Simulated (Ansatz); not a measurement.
Relaxation of a periodic cell of 13 atoms, Mg12H (host Mg, host structure hcp, interstitial H), to a largest force component of 0.08 eV/Å in at most 25 steps.

All numbers below come from DFT PBE-D3(BJ), scalar-relativistic, plane waves, PAW (Ansatz 0.2.0). Settings: accuracy low, cutoff 420 eV, k mesh 2x2x2, fermi-dirac smearing 0.1 eV, no spin polarisation.

```xyz
13
Lattice="6.4200 0.0000 0.0000 -4.8150 8.3398 0.0000 0.0000 0.0000 5.2130" Properties=species:S:1:pos:R:3
Mg 0.000 0.000 0.000
Mg 0.000 1.853 2.607
Mg -1.605 2.780 0.000
Mg -1.605 4.633 2.607
Mg -3.210 5.560 0.000
Mg -3.210 7.413 2.607
Mg 3.210 0.000 0.000
Mg 3.210 1.853 2.607
Mg 1.605 2.780 0.000
Mg 1.605 4.633 2.607
Mg 0.000 5.560 0.000
Mg 0.000 7.413 2.607
H -1.612 6.531 1.259
```

Question: Where does it end, and by what steps?

Answer: It converged. The threshold is loose, so the end isn't yet a minimum. Limits of this set-up: coarse k mesh, odd electron count without spin, low accuracy level. After 2 steps the energy has fallen by 0.019 eV; Mg11 moved furthest, 0.04 Å.

| step | energy less start (eV) | largest force component (eV/Å) | accepted |
| --- | --- | --- | --- |
| 0 | 0.0000 | 0.162 | yes |
| 1 | 0.0146 | 0.238 | no |
| 2 | -0.0192 | 0.034 | yes |

```xyz
13
Lattice="6.4200 0.0000 0.0000 -4.8150 8.3398 0.0000 0.0000 0.0000 5.2130" Properties=species:S:1:pos:R:3
Mg -0.005 0.012 -0.003
Mg 0.006 1.855 2.631
Mg -1.604 2.779 0.010
Mg -1.607 4.640 2.622
Mg -3.194 5.556 -0.029
Mg -3.194 7.404 2.643
Mg 3.213 -0.008 -0.014
Mg 3.209 1.856 2.599
Mg 1.599 2.780 -0.025
Mg 1.609 4.623 2.607
Mg -0.014 5.570 -0.039
Mg -0.017 7.417 2.635
H -1.611 6.526 1.261
```

Whether the end is a true minimum wasn't checked by a vibrational analysis.

The run took 14 s on 1 thread of Arm Neoverse V2, with other jobs on the host, peak memory 0.49 GiB.
